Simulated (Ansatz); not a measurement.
# AlGaHF (singlet): from Hartree-Fock to the top rungs at a displaced geometry (v2), cc-pVDZ

One table from this session's results is given with a row withheld; the runs are named, their logs left out.

Program: Ansatz 0.2.0, Gaussian basis. Level of theory: cc-pVDZ, core rule «outside noble gas», up to 20 orbitals frozen. These are calculated values, not measurements.

To be run: UHF; CCSD(T) on RHF; CCSD(T) on UHF; BCCD(T) on RHF; CISD; CCSDT(Q) on RHF; CCSDT(Q) on UHF; CASSCF and MRCISD+Q, 8 electrons in 8 orbitals; CASSCF and NEVPT2, 8 electrons in 8 orbitals.

22 further runs of the same task are left out: 2 for a known fault of the program, 6 that didn't finish, 14 set aside as unsound or not needed.

**What is computed**

The geometry is a PBE0/def2-TZVP stationary point (not a proven minimum) with its atoms shifted at random (size 0.100 Å). No spin-orbit coupling is included. The filled d shell of Ga may be among the frozen orbitals whatever the setting's name suggests; the logs give the count.

4 atoms, charge 0, spin multiplicity 1.

Atoms are counted from 1 here; the program's logs count them from 0.

Bond lengths: F1–Al2 1.655 Å, Al2–Ga3 2.662 Å, Al2–H4 1.883 Å, Ga3–H4 1.831 Å. Angles: F1–Al2–Ga3 150.1°, F1–Al2–H4 107.0°, Ga3–Al2–H4 43.4°, Al2–Ga3–H4 45.0°, Al2–H4–Ga3 91.6°.

The first run:

File in.yaml:

```yaml
crystal:
  periodic: [false, false, false]
  atoms:
    - {symbol: F, position_ang: [0.090883, 0.291150, 2.868478]}
    - {symbol: Al, position_ang: [-0.073991, -0.315309, 1.337554]}
    - {symbol: Ga, position_ang: [0.002629, 0.026236, -1.301404]}
    - {symbol: H, position_ang: [0.085738, 1.137873, 0.150821]}
basis:
  gaussian: {orbitals: cc-pVDZ}
magnetization: {spin_polarized: true, initial_magnetization: 0}
hamiltonian: {xc: hf}
output: {orbitals: {seedname: orbitals}}
```

On the command line:

```console
$ ansatz run in.yaml --threads 1 --pin off --events-out ev --progress --plain --max-ram 2393MiB
```

Among the steps run: UHF; CCSD(T) on RHF; CCSD(T) on UHF; BCCD(T) on RHF; CISD; CCSDT(Q) on RHF; CCSDT(Q) on UHF; CASSCF and MRCISD+Q, 8 electrons in 8 orbitals; CASSCF and NEVPT2, 8 electrons in 8 orbitals.

One of the session's tables, all rows but one given; the rest of the session is left out.

```
           method  from RCCSDT(Q) (meV)
              RHF               +9149.3
              UHF               +9146.1
             RMP2               +1038.5
            RCCSD                +258.9
         RCCSD(T)                 +52.4
          BCCD(T)                 +47.2
           RCCSDT                 +22.2
        RCCSDT(Q)                     0
  CASSCF frontier               +5501.7
  MRCISD frontier                +592.3
MRCISD+Q frontier                     ?
```

**Question.** Estimate the row for MRCISD+Q frontier.

As computed: from RCCSDT(Q) (meV): +57.8. In the column «from RCCSDT(Q) (meV)» it lies between RCCSD(T) (+52.4) and RCCSD (+258.9).

Not comparable, so not listed: CCSD(T) on UHF; CASSCF and NEVPT2, 8 electrons in 8 orbitals (they don't share determinant, frozen orbitals or solution with the rows shown, or repeat one).

Caveats from the session: Warnings: restricted reference is unstable. Warnings in the runs' records: passed over end.
